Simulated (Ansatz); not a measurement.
# CH4FNOSi: how energies converge with the basis set

One table from this session's results is given with a row withheld; the runs are named, their logs left out.

The runs use Ansatz 0.2.0, Gaussian basis; one geometry, several basis sets.

Plan: PBE0-D4/def2-SVP; ωB97M-V/def2-SVP; PBE0-D4/def2-QZVPP; ωB97M-V/def2-QZVPP; the functionals' def2-TZVPP values are taken from earlier runs.

## The geometry

An earlier PBE0-D4 in a triple-zeta def2 set relaxation fixed the geometry.

9 atoms, charge 0, spin multiplicity 1.

Atoms are counted from 1 here; the program's logs count them from 0.

Bond lengths: C1–N2 1.258 Å, C1–H6 1.100 Å, C1–H7 1.096 Å, N2–Si3 1.724 Å, Si3–O4 1.626 Å, Si3–F5 1.596 Å, Si3–H8 1.472 Å, O4–H9 0.958 Å. Angles: N2–C1–H6 124.1°, N2–C1–H7 120.3°, H6–C1–H7 115.7°, C1–N2–Si3 126.5°, N2–Si3–O4 108.6°, N2–Si3–F5 112.0°, N2–Si3–H8 110.0°, O4–Si3–F5 107.9°, O4–Si3–H8 111.6°, F5–Si3–H8 106.7°, Si3–O4–H9 117.1°.

The first run:

Input file in.yaml:

```yaml
crystal:
  periodic: [false, false, false]
  atoms:
    - {symbol: C, position_ang: [-0.237758, 1.420475, 0.914496]}
    - {symbol: N, position_ang: [0.477267, 0.440109, 0.581370]}
    - {symbol: Si, position_ang: [0.236250, -0.588747, -0.781133]}
    - {symbol: O, position_ang: [0.184320, -2.130216, -0.265108]}
    - {symbol: F, position_ang: [-1.137037, -0.275103, -1.530562]}
    - {symbol: H, position_ang: [-1.128726, 1.749570, 0.360486]}
    - {symbol: H, position_ang: [0.010355, 2.007650, 1.806508]}
    - {symbol: H, position_ang: [1.312145, -0.383282, -1.764249]}
    - {symbol: H, position_ang: [0.371784, -2.286756, 0.661192]}
basis:
  gaussian: {orbitals: def2-SVP}
hamiltonian: {xc: pbe0, dispersion: d4}
output: {orbitals: {seedname: orbitals}}
```

The run is started by

```
$ ansatz run in.yaml --threads 2 --pin off --events-out ev --progress --plain --max-ram 4352MiB
```

Among the steps run: PBE0-D4 in def2-SVP; ωB97M-V in def2-SVP; PBE0-D4 in def2-QZVPP; ωB97M-V in def2-QZVPP.

One of the session's tables, all rows but one given; the rest of the session is left out.

It belongs to the step «Density functionals: the series». 

| functional | basis | HOMO (eV) |
| --- | --- | --- |
| PBE0-D4 | def2-SVP | ? |
| PBE0-D4 | def2-TZVPP | -7.58 |
| PBE0-D4 | def2-QZVPP | -7.61 |
| ωB97M-V | def2-SVP | -9.78 |
| ωB97M-V | def2-TZVPP | -9.94 |
| ωB97M-V | def2-QZVPP | -9.97 |

**Question.** Estimate the row for PBE0-D4, def2-SVP.

The run gave: HOMO (eV): -7.44. In the column «HOMO (eV)» it is the highest.
